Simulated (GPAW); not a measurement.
Runs of GPAW 26.7.0 on NbTe. It takes space group Pm-3m (No. 221, cubic). The conventional cell has a = 3.426 Å, b = 3.426 Å, c = 3.426 Å, α = 90.00°, β = 90.00°, γ = 90.00°. Nb (site symmetry m-3m) has 8 Te at 2.97 Å as nearest neighbours. Te (site symmetry m-3m) has 8 Nb at 2.97 Å as nearest neighbours. The cell was built by a generator and needn't be a form met in nature.

| potentials or basis | data set | pressure (GPa) |
| --- | --- | --- |
| JTH PAW 2.0, PBE, pw | Nb jth, Te jth | 1.1 |
| GPAW PAW data sets (gpaw-data 1.2.1), pw | - | -1.0 |
| GPAW PAW data sets (gpaw-data 1.2.1), other valence, pw | Nb 5, Te 16 | (a) |
| PAW data sets generated in the run's folder for this functional, pw | - | -1.0 |

Alike in all rows: task band structure; level PBE; no spin polarisation; cell as given; k mesh 8 × 8 × 8; cutoff (eV) 600; smearing fermi-dirac 0.05 eV.

Task: Fill in the values left out.

Result: (a) -1.9.

Caveats: the program truncates these outside data sets (some runs).

The runs don't all hold the same shells in valence.
